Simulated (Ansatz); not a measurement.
# HfSiSe: bonding charge in real space

Aim: see in HfSiSe how the density differs from that of free atoms, which states sit where, how compression changes the bonding charge and how the density follows a moved atom. The geometry is as listed and is not relaxed.

Method: DFT r2SCAN, scalar-relativistic, plane waves, PAW, in Ansatz 0.2.0.

## 1. The starting structure

It takes space group P4/nmm (No. 129, tetragonal). Conventional cell: a = 3.630 Å, b = 3.630 Å, c = 8.320 Å, α = 90.00°, β = 90.00°, γ = 90.00°. Hf (site symmetry 4mm) has 5 Se at 2.77 to 2.96 Å and 4 Si at 2.82 Å as nearest neighbours. Si (site symmetry -4m2) has 4 Si at 2.57 Å and 4 Hf at 2.82 Å as nearest neighbours. Around Se (site symmetry 4mm) lie 5 Hf at 2.77 to 2.96 Å.

Structure file:

```cif
data_structure
_symmetry_space_group_name_H-M 'P4/nmm:1'
_symmetry_Int_Tables_number 129
_cell_length_a 3.6300
_cell_length_b 3.6300
_cell_length_c 8.3200
_cell_angle_alpha 90.000
_cell_angle_beta 90.000
_cell_angle_gamma 90.000
_cell_volume 109.63
loop_
_atom_site_label
_atom_site_type_symbol
_atom_site_symmetry_multiplicity
_atom_site_Wyckoff_symbol
_atom_site_fract_x
_atom_site_fract_y
_atom_site_fract_z
_atom_site_occupancy
Hf1 Hf 2 c 0.00000 0.50000 0.25900 1
Si1 Si 2 a 0.00000 0.00000 0.00000 1
Se1 Se 2 c 0.00000 0.50000 0.61500 1
```

The structure comes from the Crystallography Open Database.

## 2. The base run

The input, input.yaml:

```yaml
crystal:
  lattice:
    - [3.63, 0.0, 0.0]
    - [0.0, 3.63, 0.0]
    - [0.0, 0.0, 8.32]
  atoms:
    - { symbol: Hf, position: [0.0, 0.5, 0.259] }
    - { symbol: Hf, position: [0.5, 0.0, 0.741] }
    - { symbol: Si, position: [0.0, 0.0, 0.0] }
    - { symbol: Si, position: [0.5, 0.5, 0.0] }
    - { symbol: Se, position: [0.0, 0.5, 0.615] }
    - { symbol: Se, position: [0.5, 0.0, 0.385] }
basis:
  ecutwfc: 500
  fft_grid_basis: typed
kpoints:
  mp_grid: { grid: [8, 8, 4] }
hamiltonian:
  xc: r2scan
  pseudopotentials: { kind: paw }
scf:
  occupations: { method: gaussian, width: 0.05 }
output:
  forces: true
  stress: true
  eigenvalues: true
  bader: true
  write_density: true
  volumetric_format: npy
  elf: true
```

Command:

```console
$ ansatz run input.yaml --threads 2 --pin off --max-ram 4096MiB --backend cpu --events-out ev --progress --plain --runs-dir out
```

## 4. Energy-resolved densities and projections

The windows are set from the levels of the base run, in eV from its Fermi level.

Edit input.yaml of step 2 so:

```diff
@@ -22,9 +22,28 @@
   occupations: { method: gaussian, width: 0.05 }
+  n_extra_bands: 6
 output:
   forces: true
-  stress: true
+  stress: false
   eigenvalues: true
-  bader: true
-  write_density: true
+  bader: false
+  write_density: false
   volumetric_format: npy
-  elf: true
+  band_densities:
+    - { e_range: [-0.25, 0.25] }
+    - { e_range: [-1.2, 0.0] }
+    - { e_range: [0.0, 1.2] }
+    - { e_range: [-12.35, -8.22] }
+    - { e_range: [-8.22, -4.11] }
+    - { e_range: [-13.23, -13.09] }
+    - { e_range: [-16.28, -14.2] }
+  dos:
+    e_range: [-30, 8]
+    de: 0.02
+    method: { smearing: { sigma: 0.03, scheme: gaussian } }
+    projected: { site_lists: { Hf: [Hf], Se: [Se], Si: [Si] } }
+checkpoint:
+  read: start.run
+  write: ck
+  compress: false
+  write_wavefunctions: false
+  write_every: 100000
```

## 5. The cell at 94 % of its volume

Fractional coordinates and the k mesh are kept.

Edit input.yaml of step 2 so:

```diff
@@ -2,5 +2,5 @@
   lattice:
-    - [3.63, 0.0, 0.0]
-    - [0.0, 3.63, 0.0]
-    - [0.0, 0.0, 8.32]
+    - [3.5558975746, 0.0, 0.0]
+    - [0.0, 3.5558975746, 0.0]
+    - [0.0, 0.0, 8.1501564245]
   atoms:
```

## 6. Moving Se6 by 0.15 Å

The shift is (-0.086, -0.086, 0.088) Å; all periodic copies of the atom move with it.

Edit input.yaml of step 2 so:

```diff
@@ -11,3 +11,3 @@
     - { symbol: Se, position: [0.0, 0.5, 0.615] }
-    - { symbol: Se, position: [0.5, 0.0, 0.385] }
+    - { symbol: Se, position: [0.4762704962, -0.0237105986, 0.3955278265] }
 basis:
@@ -29,2 +29 @@
   volumetric_format: npy
-  elf: true
```

(Steps that only read results are left out.)

What does the calculation give? Wanted: gap on the mesh; pressure; Bader charges; the states at the Fermi level; at 94 % volume; stiffness against the shift of Se6.

The runs gave:

```
                          quantity                                                            value
                   gap on the mesh                                                     none (metal)
                          pressure                                                         -2.1 GPa
                     Bader charges                                   Hf +1.78, Si -0.67, Se -1.10 e
     the states at the Fermi level                      Hf 5d (65 %), Si 3p (20 %) and Se 4p (10 %)
                    at 94 % volume  6.6 GPa, gap none (metal), Bader Hf +1.74, Si -0.65, Se -1.08 e
stiffness against the shift of Se6                                                        8.3 eV/Å²
```

What this shows: Si–Si (2.57 Å): Δρ is +0.06 e/Å³ at the midpoint. Hf–Se (2.77 Å): Δρ is +0.05 e/Å³ at the midpoint. Si–Si goes from 2.57 to 2.51 Å with the volume, and the deformation density at its midpoint stays at +0.06 e/Å³. Spin-orbit coupling is left out for Hf.
